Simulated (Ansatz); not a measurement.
# Mo3Ru: the cost of one run

Method: DFT PBE, scalar-relativistic, plane waves, PAW, in Ansatz 0.2.0.

**1. The structure to begin with**

It takes space group Pm-3m (No. 221, cubic). The conventional cell has a = 4.324 Å, b = 4.324 Å, c = 4.324 Å, α = 90.00°, β = 90.00°, γ = 90.00°. Mo (site symmetry 4/mmm) has 2 Ru at 2.16 Å in its first shell of neighbours. Ru (site symmetry m-3m) has 6 Mo at 2.16 Å in its first shell of neighbours.

Coordinates:

```cif
data_structure
_symmetry_space_group_name_H-M 'P 1'
_symmetry_Int_Tables_number 1
_cell_length_a 4.3240
_cell_length_b 4.3240
_cell_length_c 4.3240
_cell_angle_alpha 90.000
_cell_angle_beta 90.000
_cell_angle_gamma 90.000
_cell_volume 80.84
loop_
_atom_site_label
_atom_site_type_symbol
_atom_site_fract_x
_atom_site_fract_y
_atom_site_fract_z
_atom_site_occupancy
Mo1 Mo 0.00000 0.50000 0.50000 1
Mo2 Mo 0.50000 0.00000 0.50000 1
Mo3 Mo 0.50000 0.50000 0.00000 1
Ru1 Ru 0.50000 0.50000 0.50000 1
```

The cell is invented: random cell by space group and Wyckoff sites (Pm-3m, No. 221). The dimensions are guesses.

**2. A first look at the guess**

File input.yaml:

```yaml
crystal:
  lattice:
    - [4.32398358, 0.0, 0.0]
    - [0.0, 4.32398358, 0.0]
    - [0.0, 0.0, 4.32398358]
  atoms:
    - { symbol: Mo, position: [0.0, 0.5, 0.5] }
    - { symbol: Mo, position: [0.5, 0.0, 0.5] }
    - { symbol: Mo, position: [0.5, 0.5, 0.0] }
    - { symbol: Ru, position: [0.5, 0.5, 0.5] }
basis:
  ecutwfc: 420
kpoints:
  mp_grid: { grid: [4, 4, 4] }
hamiltonian:
  xc: pbe
scf:
  occupations: { method: gaussian, width: 0.1 }
  lower_state_search: "off"
output:
  forces: true
  stress: true
  eigenvalues: true
```

On the command line:

```
$ ansatz run input.yaml --threads 1 --pin off --max-ram 2560MiB --backend cpu --events-out ev --progress --plain --runs-dir out
```

**Question.** How long does this run take on 1 thread of Intel Xeon at 2.50GHz (Skylake/Cascade Lake), shared host, and how much memory does it need?

About 4.3 s, with a peak of 0.35 GiB.
